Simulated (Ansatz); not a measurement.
# CH6BGa (SMILES B[CH2][GaH2]): functionals against CCSD(T) at one geometry

One table from this session's results is given with a row withheld; the runs are named, their logs left out.

Computed with Ansatz 0.2.0, Gaussian basis. Level: single points in def2-TZVPP.

Cores are frozen in the correlated methods. Filled d shells of the heavier atoms are correlated.

**The starting structure**

SMILES `B[CH2][GaH2]`, 9 atoms, charge 0, spin multiplicity 1.

Atoms are counted from 1 here; the program's logs count them from 0.

Bond lengths: B1–C2 1.577 Å, B1–H4 1.195 Å, B1–H5 1.291 Å, C2–Ga3 2.024 Å, C2–H6 1.217 Å, C2–H7 1.135 Å, Ga3–H8 1.628 Å, Ga3–H9 1.859 Å. Angles: C2–B1–H4 133.6°, C2–B1–H5 113.9°, H4–B1–H5 111.6°, B1–C2–Ga3 103.3°, B1–C2–H6 112.7°, B1–C2–H7 117.2°, Ga3–C2–H6 107.6°, Ga3–C2–H7 110.4°, H6–C2–H7 105.3°, C2–Ga3–H8 125.9°, C2–Ga3–H9 122.9°, H8–Ga3–H9 111.2°.

Coordinates:

```
B    -0.7167    0.6859   -1.0590
C     0.6781    0.2605   -0.4573
Ga    0.1682   -0.8431    1.1608
H    -1.5055    0.1443   -1.7742
H    -1.2088    1.7578   -0.5338
H     1.3146   -0.4573   -1.2068
H     1.3914    1.0926   -0.1611
H    -0.3970   -2.3701    1.1342
H     0.2415   -0.1823    2.8973
```

Set-up of the first run:

run/in.yaml reads:

```yaml
crystal:
  periodic: [false, false, false]
  atoms:
    - {symbol: B, position_ang: [-0.716700, 0.685900, -1.059000]}
    - {symbol: C, position_ang: [0.678100, 0.260500, -0.457300]}
    - {symbol: Ga, position_ang: [0.168200, -0.843100, 1.160800]}
    - {symbol: H, position_ang: [-1.505500, 0.144300, -1.774200]}
    - {symbol: H, position_ang: [-1.208800, 1.757800, -0.533800]}
    - {symbol: H, position_ang: [1.314600, -0.457300, -1.206800]}
    - {symbol: H, position_ang: [1.391400, 1.092600, -0.161100]}
    - {symbol: H, position_ang: [-0.397000, -2.370100, 1.134200]}
    - {symbol: H, position_ang: [0.241500, -0.182300, 2.897300]}
basis:
  gaussian: {orbitals: def2-TZVPP}
correlation: {method: ccsd_t}
output: {forces: true}
```

The command line of these runs was not kept.

Steps of the session up to this table: CCSD(T)/def2-TZVPP; PBE0-D4/def2-TZVPP; wB97M-V/def2-TZVPP; r2SCAN-D4/def2-TZVPP; PBE-D4/def2-TZVPP; r2SCANh-D4/def2-TZVPP; wB97X-V/def2-TZVPP.

One of the session's tables, all rows but one given; the rest of the session is left out.

```
    method  RMS force component (eV/Å)  angle to CCSD(T) forces (°)  dipole (D)
   CCSD(T)                       1.176                    reference        1.36
   PBE0-D4                       1.158                          4.3        1.40
   wB97M-V                           ?                            ?           ?
 r2SCAN-D4                       1.146                          3.9        1.41
    PBE-D4                       1.078                          6.3        1.38
r2SCANh-D4                       1.169                          3.8        1.41
   wB97X-V                       1.184                          2.5        1.41
```

**Question.** Estimate the row for wB97M-V.

The run gave: RMS force component (eV/Å): 1.188; angle to CCSD(T) forces (°): 3.1; dipole (D): 1.42. In the column «RMS force component (eV/Å)» it is the highest.
